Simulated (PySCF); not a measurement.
# Cl3OW (W(O)(Cl)3+): the cost of one run

Method: PBE0, W def2-SVP with ECP60, O def2-SVP, Cl def2-SVP; scalar-relativistic core potentials, no spin–orbit coupling; program: PySCF 2.14.0.

2 further runs of the same task are left out: 1 for a known fault of the program, 1 that didn't finish.

**1. Starting geometry**

5 atoms, charge 1, spin multiplicity 1.

Bond lengths: W1–O2 1.659 Å, W1–Cl3 2.198 Å, W1–Cl4 2.198 Å, W1–Cl5 2.198 Å. Angles: O2–W1–Cl3 106.6°, O2–W1–Cl4 106.6°, O2–W1–Cl5 106.6°, Cl3–W1–Cl4 112.2°, Cl3–W1–Cl5 112.1°, Cl4–W1–Cl5 112.2°.

Geometry (Å):

```xyz
5

W     0.0554    0.0000    0.0782
O     1.2520    0.0000    1.2280
Cl    0.3313    1.8237   -1.1175
Cl   -1.8579    0.0000    1.1604
Cl    0.3313   -1.8237   -1.1175
```

Formal oxidation states: W +6. An earlier session relaxed this geometry at PBE0, W def2-SVP with ECP60, O def2-SVP, Cl def2-SVP (singlet, point group C3v).

Its energy there is -1521.770860 Eh.

**2. Multiplicity 3 at the relaxed geometry**

run.py (the lines that set the calculation) reads:

```python
mol = gto.M(atom='''
W      0.05541     0.00000     0.07816
O      1.25203     0.00000     1.22796
Cl     0.33127     1.82366    -1.11750
Cl    -1.85792     0.00000     1.16043
Cl     0.33127    -1.82366    -1.11750''',
    basis={'W': 'def2-SVP', 'O': 'def2-SVP', 'Cl': 'def2-SVP'},
    ecp={'W': 'def2-SVP'},
    charge=1, spin=2)
mf = dft.UKS(mol, xc='PBE0')
mf.grids.atom_grid = (50, 194)
mf = mf.density_fit()  # fitting sets: W def2-universal-JKFIT, O def2-universal-JKFIT, Cl def2-universal-JKFIT
mf.conv_tol = 1e-08; mf.max_cycle = 55
mf.kernel(dm0)  # dm0: free metal ions and neutral atoms
```

The run is started by

```bash
> OMP_NUM_THREADS=2 python run.py
```

**Question.** How long does this run take on 2 threads of Intel Xeon Platinum 8259CL at 2.50GHz (Skylake/Cascade Lake), shared host?

About 10 s.
